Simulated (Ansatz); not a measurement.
Here is an Ansatz 0.2.0 calculation.

Contents of input.yaml:

```yaml
crystal:
  lattice:
    - [0.0, 3.21609, 3.0874464]
    - [3.21609, 0.0, 3.0874464]
    - [3.21609, 3.21609, 0.0]
  atoms:
    - { symbol: Ag, position: [0.25, 0.25, 0.25] }
    - { symbol: Ag, position: [0.75, 0.75, 0.75] }
    - { symbol: Ag, position: [0.5, 0.5, 0.5] }
    - { symbol: F, position: [0.0, 0.0, 0.0] }
hamiltonian:
  xc: pbe
  pseudopotentials: { kind: paw }
kpoints:
  mp_grid: { grid: [5, 5, 5] }
scf:
  occupations: { method: fermi_dirac, width: 0.05 }
output:
  forces: true
  stress: true
  eigenvalues: true
  write_density: true
  write_potential: true
  elf: true
  volumetric_format: npy
relax:
  f_tol: 0.01
  max_steps: 40
```

Potentials or basis: Ansatz PAW.

The run is started by

```sh
$ ansatz run input.yaml --threads 2 --pin off --max-ram 5632MiB --backend cpu --events-out ev --progress --plain --runs-dir out
```

Q: Predict the band gap on the k mesh.

A: None (metal or under the smearing width).

Final structure:
```
CELL_PARAMETERS angstrom
0.00000 3.21609 3.08745
3.21609 0.00000 3.08745
3.21609 3.21609 0.00000
ATOMIC_POSITIONS crystal
Ag 0.25000 0.25000 0.25000
Ag 0.75000 0.75000 0.75000
Ag 0.50000 0.50000 0.50000
F 0.00000 0.00000 0.00000
```

Caveat: the relaxation stopped at its first step, so nothing moved.
